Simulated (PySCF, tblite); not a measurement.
# C₅H₁₀FOPSi: geometry, infrared bands and NMR shifts

Aim: predict the infrared bands and NMR shifts of C₅H₁₀FOPSi (`CC(=O)P1C[C@H](F)[C@H]1[SiH3]`).

Computed with tblite 0.8.0 and PySCF 2.14.0, with density-fitted response routines of our own, on a single molecule in the gas phase. Atoms count from 0, in the outputs and in this text.

## 1. Starting geometry

19 atoms, charge 0, multiplicity 1; geometry from: force field or distance geometry start.

Bonds of the start (Å): C0–C1 1.52, C1–O2 1.23, C1–P3 1.84, P3–C4 1.89, C4–C5 1.52, C5–F6 1.37, C5–C7 1.49, C7–Si8 1.84, C7–P3 1.87, C0–H9 1.13, C0–H10 1.09, C0–H11 1.09, C4–H12 1.11, C4–H13 1.09, C5–H14 1.12, C7–H15 1.12, Si8–H16 1.48, Si8–H17 1.45, Si8–H18 1.48.

## 2. Relaxing the molecule with GFN2-xTB

The job: settings as JSON, then the geometry in Å.

```
{"job": {"kind": "relax", "xc": "GFN2-xTB", "basis": "xTB"}, "charge": 0, "multiplicity": 1}
C      2.573500     0.641400    -0.232100
C      1.200300     1.276300    -0.393900
O      0.977200     2.350100     0.165800
P     -0.122700     0.460000    -1.386200
C      0.107300    -1.401200    -1.168600
C     -0.351700    -1.182700     0.258800
F     -0.734600    -2.382000     0.797400
C     -1.433100    -0.321900    -0.303900
Si    -2.223700     0.889700     0.827800
H      2.449500    -0.448300    -0.485600
H      3.300800     1.047100    -0.936800
H      2.923300     0.676000     0.800500
H     -0.585300    -1.996400    -1.797800
H      1.131500    -1.753000    -1.328600
H      0.445400    -0.634500     0.816700
H     -2.166900    -0.934400    -0.890000
H     -3.357000     0.235100     1.519700
H     -1.313100     1.534800     1.756400
H     -2.830400     1.952900    -0.012200
```

Started as:

```sh
$ OMP_NUM_THREADS=1 python probes_run.py task.json out
```

This one command runs all jobs of the session in turn.

**Question.** This job is followed by: GFN2-xTB harmonic vibrations, gas phase; GIAO PBE0/pcSseg-1 NMR shielding, non-relativistic, gas phase. Predict these results of the whole session: strongest single infrared mode (GFN2-xTB); zero-point energy (GFN2-xTB); 13C shifts against TMS (PBE0/pcSseg-1); 1H shifts against TMS (PBE0/pcSseg-1, means over atoms taken as alike); 17O shifts against H2O (PBE0/pcSseg-1); 31P shifts against H3PO4 (PBE0/pcSseg-1); 19F shifts against CFCl3 (PBE0/pcSseg-1); 29Si shifts against TMS (PBE0/pcSseg-1).

The runs gave:

```
                                                              quantity                                   value
                             strongest single infrared mode (GFN2-xTB)                   2192 cm⁻¹, 389 km/mol
                                          zero-point energy (GFN2-xTB)                           84.6 kcal/mol
                                13C shifts against TMS (PBE0/pcSseg-1)       237.8, 94.4, 39.3, 33.0, 30.1 ppm
1H shifts against TMS (PBE0/pcSseg-1, means over atoms taken as alike)  5.01, 4.27, 2.87, 2.58, 2.45, 2.39 ppm
                                17O shifts against H2O (PBE0/pcSseg-1)                               715.1 ppm
                              31P shifts against H3PO4 (PBE0/pcSseg-1)                               -48.7 ppm
                              19F shifts against CFCl3 (PBE0/pcSseg-1)                              -140.2 ppm
                               29Si shifts against TMS (PBE0/pcSseg-1)                               -67.0 ppm
```

What this shows: Relaxing lowered the energy by 1.554 eV in 124 steps; the close pair that moved most is C7–Si8, from 1.837 to 1.919 Å. No mode is imaginary among the 51: a minimum at this level. The strongest single mode, at 2192 cm⁻¹, moves mainly H16. Unscaled tight-binding wavenumbers are off by several per cent, some by more. Its intensities can rank the bands wrongly. The most deshielded hydrogen is H14 (hydrogen on an sp3 CH bonded to F), at 5.01 ppm: its carbon carries F, hence the downfield position. At PBE0/pcSseg-1: The largest span, 1340 ppm, is at O2, where the paramagnetic term is -783 ppm.
